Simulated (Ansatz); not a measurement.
# ClH7N2Si2: the cost of one run

Method: RKS r2SCAN-D4/def2-SVP; program: Ansatz 0.2.0.

**1. Starting geometry**

SMILES `N[Si](N)([SiH3])Cl`, 12 atoms, charge 0, spin multiplicity 1.

Atoms are counted from 1 here; the program's logs count them from 0.

Bond lengths: N1–Si2 1.728 Å, N1–H6 1.025 Å, N1–H7 1.023 Å, Si2–N3 1.735 Å, Si2–Si4 2.352 Å, Si2–Cl5 2.116 Å, N3–H8 1.023 Å, N3–H9 1.023 Å, Si4–H10 1.508 Å, Si4–H11 1.508 Å, Si4–H12 1.506 Å. Angles: Si2–N1–H6 118.0°, Si2–N1–H7 119.7°, H6–N1–H7 111.2°, N1–Si2–N3 106.0°, N1–Si2–Si4 108.1°, N1–Si2–Cl5 116.6°, N3–Si2–Si4 118.9°, N3–Si2–Cl5 103.3°, Si4–Si2–Cl5 104.4°, Si2–N3–H8 118.5°, Si2–N3–H9 119.0°, H8–N3–H9 111.4°, Si2–Si4–H10 111.1°, Si2–Si4–H11 111.8°, Si2–Si4–H12 109.4°, H10–Si4–H11 108.0°, H10–Si4–H12 107.9°, H11–Si4–H12 108.4°.

As a file:

```
atom    x (Å)    y (Å)    z (Å)
  N1  -0.8048   1.6179  -0.2997
 Si2  -0.4317   0.0541   0.3337
  N3   0.2693   0.3254   1.8974
 Si4   0.8169  -1.1101  -1.2849
 Cl5  -2.0711  -1.2173   0.7496
  H6  -1.3170   2.2709   0.3018
  H7  -1.0915   1.7130  -1.2769
  H8   0.2598  -0.4395   2.5760
  H9   1.1290   0.8753   1.9674
 H10   2.1361  -0.4281  -1.5483
 H11   0.0765  -1.2148  -2.5939
 H12   1.1054  -2.5020  -0.7883
```

This geometry comes from a loose relaxation at PBE in a small basis, which is not shown.

**3. Setting up the map**

- dihedral H6–N1–Si2–Si4: 8 values from −180 to 135 °, periodic
- dihedral Si4–Si2–N3–H8: 8 values from −180 to 135 °, periodic

Nothing else is relaxed (all other coordinates rigid). Energies count from the relaxed molecule at the same level. Points are written as (first, second).

(The set-up runs are not shown.)

**4. Point (−90°, 0°)**

Input file input.yaml:

```yaml
crystal:
  periodic: [false, false, false]
  atoms:
    - { symbol: "N", position_ang: [-0.803104, 1.599084, -0.294323] }
    - { symbol: Si, position_ang: [-0.416612, 0.051644, 0.337134] }
    - { symbol: "N", position_ang: [-1.782751, -0.455509, 1.253546] }
    - { symbol: Si, position_ang: [1.684847, 0.190662, 1.367738] }
    - { symbol: Cl, position_ang: [-0.177965, -1.499767, -1.071167] }
    - { symbol: H, position_ang: [-1.305866, 2.260935, 0.292728] }
    - { symbol: H, position_ang: [-1.053531, 1.710743, -1.272104] }
    - { symbol: H, position_ang: [-1.67195, -0.691598, 2.234415] }
    - { symbol: H, position_ang: [-2.692912, -0.044367, 1.067614] }
    - { symbol: H, position_ang: [1.665527, 1.125838, 2.537921] }
    - { symbol: H, position_ang: [2.722399, 0.677792, 0.403829] }
    - { symbol: H, position_ang: [2.093426, -1.16199, 1.856451] }
basis:
  gaussian: { orbitals: def2-SVP }
hamiltonian:
  xc: r2scan
  dispersion: d4
output:
  forces: true
```

Started as:

```console
$ ansatz run input.yaml --threads 1 --pin off --max-ram 2560MiB --backend cpu --events-out ev --progress --plain --runs-dir out
```

What time and memory should one allow on 1 thread of Arm Neoverse V1, shared host?

About 10 s, with a peak of 0.17 GiB.
